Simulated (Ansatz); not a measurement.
# Al, space group Im-3m: a relaxation followed by a look at the electronic structure

Program: the Ansatz DFT code, driven from Python.

Contents of `al.vasp`:
```text
Al
1.0
  -1.59121869    1.59121869    1.59121869
   1.59121869   -1.59121869    1.59121869
   1.59121869    1.59121869   -1.59121869
Al
1
Direct
   0.00000000    0.00000000    0.00000000
```

At the Python prompt:
```pycon
>>> import warnings
>>> import ansatz
>>> from ase.io import read
>>> import numpy as np
>>> def count_gap(report):
...     # lowest empty less highest filled band, counting bands; zero where they overlap
...     return max(report.get('gap_by_band_count_ev') or 0.0, 0.0)
...
>>> def with_settings(crystal, spacing):
...     return (
...         crystal.calculation()
...         .functional('PBEsol')
...         .occupations('gaussian', width=0.1)
...         .kpoints(spacing=spacing)
...     )
...
>>> warnings.simplefilter('ignore', ansatz.DeckWarning)
>>> atoms = read('al.vasp', format='vasp')
>>> system = ansatz.Crystal.from_ase(atoms)
>>> system.resolved().tree()['lattice']
((-1.59121869, 1.59121869, 1.59121869), (1.59121869, -1.59121869, 1.59121869), (1.59121869, 1.59121869, -1.59121869))
>>> relaxed = with_settings(system, 0.34).relax(cell=True, force_tolerance=0.02, max_steps=40).checkpoint(write='relax.run', compress=False).run(threads=1, backend='cpu')
>>> cell = np.asarray(relaxed.lattice.cell_ang)
>>> print('relaxed edges (A):', np.linalg.norm(cell, axis=1).round(4), ' volume:', round(abs(np.linalg.det(cell)), 3), 'A^3')
relaxed edges (A): [2.7821 2.7821 2.7821]  volume: 16.576 A^3
>>> for site in relaxed.lattice.sites:
...     print(' ', site.symbol, np.round(site.position_frac, 4) + 0.0)
...
  Al [0. 0. 0.]
>>> final = ansatz.Crystal.from_checkpoint('relax.run')
>>> res = with_settings(final, 0.26).functional('pbesol').stress().band_table().density_of_states(energy_step=0.05).run(threads=1, backend='cpu')
>>> data = res.report
>>> {key: value for key, value in data.items() if isinstance(value, (int, float)) and 'ev' in key}
{'gap_by_band_count_ev': -16.79439675747676, 'fermi_energy_ev': 7.856152790997727, 'harris_foulkes_ev': -524.451405797687, 'free_energy_ev': -524.4514057976869, 'internal_energy_ev': -524.4480187573572, 'lagrangian_ev': -524.4514057976869, 'energy_sigma0_ev': -524.449712277522, 'lagrangian_sigma0_ev': -524.449712277522, 'lagrangian_above_aufbau_ev': -0.002083034052594559, 'entropy_ts_ev': 0.003387040329688037, 'loop_fermi_energy_ev': 7.856152790997727, 'occupations_fermi_energy_ev': 7.856152790997683}
>>> dos = res.density_of_states()
>>> print(f'pressure at the relaxed cell {np.trace(data["stress_gpa"]) / 3:.3f} GPa, gap by band count {count_gap(data):.3f} eV')
pressure at the relaxed cell 0.033 GPa, gap by band count 0.000 eV
>>> if count_gap(data) == 0:
...     print('states/eV at the Fermi level:', round(float(np.interp(dos.fermi_ev, dos.energies_ev, dos.spin_summed_g_bin_mean_per_ev)), 3))
...
states/eV at the Fermi level: 0.414
```

Notes:
- Total energies depend on the potentials; only differences at equal settings carry meaning. A total without «per atom» is that of the whole cell that was run.
- An absolute Fermi energy rests on an arbitrary zero of the periodic potential and has no direct meaning.
- A gap by band count of zero or less means overlapping bands, a metal, and at an odd count of electrons it is no gap at all.
- This isn't the structure that Al takes at ambient conditions.
- Gaps and levels are Kohn-Sham values on a finite set of k-points.
- Where the second run takes another functional or mesh than the relaxation, its pressure isn't zero; pressure is positive in compression.
- The computed bands are complete only to about 6.2 eV above the Fermi level; beyond that the density of states is undercounted.
- Run time: 2.2 s on 1 thread of Arm Neoverse V2, with other jobs on the host, peak memory 0.38 GiB.
